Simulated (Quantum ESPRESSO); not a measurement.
The system is TeP.

```
CELL_PARAMETERS angstrom
3.30860 0.00000 0.00000
0.00000 4.29122 0.00000
0.00000 0.00000 7.29465
ATOMIC_POSITIONS crystal
Te 0.00000 0.00000 0.72130
Te 0.50000 0.50000 0.27870
P 0.00000 0.50000 0.95270
P 0.50000 0.00000 0.04730
```

The cell was built by a generator and needn't be a form met in nature.

* Program: Quantum ESPRESSO 7.5
* Task: relaxation of cell and atoms
* Functional: WC
* Potentials or basis: SSSP 1.3 efficiency PBE
* Cutoff: 748 eV
* Density cutoff: 5987 eV
* k mesh: 4 × 3 × 2
* Occupations: fermi-dirac, width 0.2 eV
* Spin: no spin polarisation

At the start: pressure 0.4 GPa; volume 25.89 Å³/atom.

Where does the relaxation end?

Over 31 steps the energy falls by 451.9 meV/atom and the volume is 22.87 Å³/atom (-11.7 %); space group Pmmn (No. 59, to 0.05 Å).

The path:
```tsv
step	energy change (eV)	largest force (eV/Å)	pressure (GPa)	volume (Å³)
1	0.0000	1.7973	0.42	103.57
2	-0.1518	1.5739	-0.60	103.64
3	-1.0688	0.8064	-6.21	102.99
4	-1.2561	1.0977	-7.19	100.65
5	-1.3721	0.7215	-6.66	100.32
6	-1.4745	0.3883	-5.06	98.53
7	-1.5796	0.1455	-2.20	95.14
8	-1.6246	0.1898	-0.17	92.62
9	-1.6306	0.2098	-0.33	92.48
10	-1.6341	0.2032	-0.39	92.31
11	-1.6428	0.1676	-0.38	91.69
12	-1.6516	0.1731	-0.18	90.88
13	-1.6573	0.1249	0.10	90.28
14	-1.6600	0.0612	0.26	90.14
15	-1.6640	0.0167	0.45	90.05
16	-1.6790	0.2169	0.96	89.76
17	-1.4245	1.7095	5.26	88.44
18	-1.6951	0.2765	0.97	89.93
19	-1.7109	0.3186	1.08	89.83
20	-1.6721	0.8699	3.17	88.94
21	-1.7521	0.4243	1.17	90.04
22	-1.7627	0.4366	1.31	89.93
23	-1.7845	0.3548	1.49	89.72
24	-1.7963	0.2137	1.04	90.03
25	-1.8056	0.0167	0.19	90.61
26	-1.8058	0.0362	0.13	90.63
27	-1.8060	0.0466	0.09	90.66
28	-1.8064	0.0517	0.05	90.75
29	-1.8070	0.0458	0.00	90.98
30	-1.8075	0.0249	-0.02	91.30
31	-1.8077	0.0051	-0.01	91.49
```

Final structure:
```cif
data_structure
_symmetry_space_group_name_H-M 'P 1'
_symmetry_Int_Tables_number 1
_cell_length_a 3.2492
_cell_length_b 3.5193
_cell_length_c 8.0007
_cell_angle_alpha 90.000
_cell_angle_beta 90.000
_cell_angle_gamma 90.000
_cell_volume 91.49
loop_
_atom_site_label
_atom_site_type_symbol
_atom_site_fract_x
_atom_site_fract_y
_atom_site_fract_z
_atom_site_occupancy
Te1 Te 0.00000 0.00000 0.69198 1
Te2 Te 0.50000 0.50000 0.30802 1
P1 P 0.00000 0.50000 0.94352 1
P2 P 0.50000 0.00000 0.05648 1
```

Caveat: the k mesh is coarse (spacing up to 0.49 Å⁻¹), so the values aren't converged; the potentials were made for another functional, which shifts forces and pressure; this functional lacks dispersion, which binds the layers, so the pressure and a relaxed spacing across them are unreliable.
